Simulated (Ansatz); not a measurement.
# ClH₃O₃SW: basis-set convergence

The task here is to estimate one member of a computed series from the others.

The runs use Ansatz 0.2.0, Gaussian basis; one geometry, several basis sets.

The runs, in order: PBE0-D4/def2-SVP; ωB97M-V/def2-SVP; PBE0-D4/def2-QZVPP; ωB97M-V/def2-QZVPP; the functionals' def2-TZVPP values are taken from earlier runs.

## The geometry

An earlier PBE0-D4 in a triple-zeta def2 set relaxation fixed the geometry. W takes the def2 core potential; no spin-orbit term is included.

SMILES `[OH][W]([OH])([OH])(=[S])[Cl]`, 9 atoms, charge 0, spin multiplicity 1.

Atoms are counted from 1 here; the program's logs count them from 0.

Bond lengths: O1–W2 1.878 Å, O1–H7 0.961 Å, W2–O3 1.878 Å, W2–O4 1.866 Å, W2–S5 2.110 Å, W2–Cl6 2.409 Å, O3–H8 0.961 Å, O4–H9 0.960 Å. Angles: W2–O1–H7 122.5°, O1–W2–O3 147.2°, O1–W2–O4 91.3°, O1–W2–S5 105.2°, O1–W2–Cl6 80.2°, O3–W2–O4 91.3°, O3–W2–S5 105.2°, O3–W2–Cl6 80.2°, O4–W2–S5 106.9°, O4–W2–Cl6 147.6°, S5–W2–Cl6 105.5°, W2–O3–H8 122.5°, W2–O4–H9 126.3°.

The first run:

in.yaml reads:

```yaml
crystal:
  periodic: [false, false, false]
  atoms:
    - {symbol: O, position_ang: [1.840367, 0.108841, 0.024990]}
    - {symbol: W, position_ang: [-0.030254, 0.110283, -0.145511]}
    - {symbol: O, position_ang: [-1.681041, -0.433067, 0.567000]}
    - {symbol: O, position_ang: [0.027372, -1.382275, -1.263645]}
    - {symbol: S, position_ang: [-0.473938, 1.773693, -1.365998]}
    - {symbol: Cl, position_ang: [0.178587, 0.988354, 2.088548]}
    - {symbol: H, position_ang: [2.285774, 0.413788, 0.819589]}
    - {symbol: H, position_ang: [-1.942449, -0.237921, 1.470502]}
    - {symbol: H, position_ang: [-0.115917, -1.387894, -2.212674]}
basis:
  gaussian: {orbitals: def2-SVP}
hamiltonian: {xc: pbe0, dispersion: d4}
output: {orbitals: {seedname: orbitals}}
```

On the command line:

```bash
$ ansatz run in.yaml --threads 4 --pin off --events-out ev --progress --plain --max-ram 11315MiB
```

Steps of the session up to this table: PBE0-D4 in def2-SVP; ωB97M-V in def2-SVP; PBE0-D4 in def2-QZVPP; ωB97M-V in def2-QZVPP.

One of the session's tables, all rows but one given; the rest of the session is left out.

It belongs to the step «Functionals by basis». 

```
functional       basis  HOMO (eV)  LUMO (eV)
   PBE0-D4    def2-SVP      -8.04      -2.86
   PBE0-D4  def2-TZVPP      -8.06      -2.90
   PBE0-D4  def2-QZVPP      -8.09      -2.95
   ωB97M-V    def2-SVP     -10.15      -0.84
   ωB97M-V  def2-TZVPP          ?          ?
   ωB97M-V  def2-QZVPP     -10.24      -1.01
```

Estimate the missing values for ωB97M-V, def2-TZVPP.

The run gave: HOMO (eV): -10.20; LUMO (eV): -0.93. In the column «HOMO (eV)» it lies between ωB97M-V, def2-QZVPP (-10.24) and ωB97M-V, def2-SVP (-10.15).
